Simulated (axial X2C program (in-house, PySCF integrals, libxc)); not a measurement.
# Linear ZrCN⁻ at several levels

An exercise on one series of results from a longer session: the logs are not shown, and one member is left open.

Method: all-electron X2C, two-component (2c) or spin-free, Zr dyall-v3z, C dyall-v3z, N dyall-av3z; program: an in-house X2C program for linear molecules on PySCF integrals.

All values are calculated.

2 further runs of the same task are left out: 2 set aside as unsound or not needed.

Set-up of the first run:

task.json

```json
{"zs": [40, 6, 7], "q": -1, "bas": ["dyall-v3z", "dyall-v3z", "dyall-av3z"], "r0": [2.24, 1.16], "symm": 0, "scan": ["PBE0", "HF", "PBE"], "levels": ["PBE0", "HF", "TPSSh"], "nst": 2}
```

Keys: zs atomic numbers; q charge; bas basis sets; r0 starting distance in Å; symm equal bonds; scan levels of the two-bond scan; levels methods; nst determinants followed.

The run is started by

```console
python solin.py task.json out
```

Masses Zr 89.905, C 12.000, N 14.003 u.

Among the steps run: Scan at PBE0, 2c; Scan at PBE, 2c; Scan at PBE0, spin-free.

One table of the session follows, with a row left open; its other results are not shown here.

```
          level  r(Zr–C) (Å)  lower stretch (cm⁻¹)  upper stretch (cm⁻¹)
       PBE0, 2c            ?                     ?                     ?
        PBE, 2c        2.165                 355.6                1978.7
PBE0, spin-free        2.202                 337.7                2105.4
 PBE, spin-free        2.166                 355.8                1978.4
```

**Question.** Estimate the row for PBE0, 2c.

**Answer.** r(Zr–C) (Å): 2.202; lower stretch (cm⁻¹): 337.5; upper stretch (cm⁻¹): 2105.8.

Scans not shown above were run alike.

To keep in mind: For an anion the highest level of a functional can be positive, and the basis then holds the extra electron. The molecule was held linear; bending was not examined, so a bent shape may lie lower.
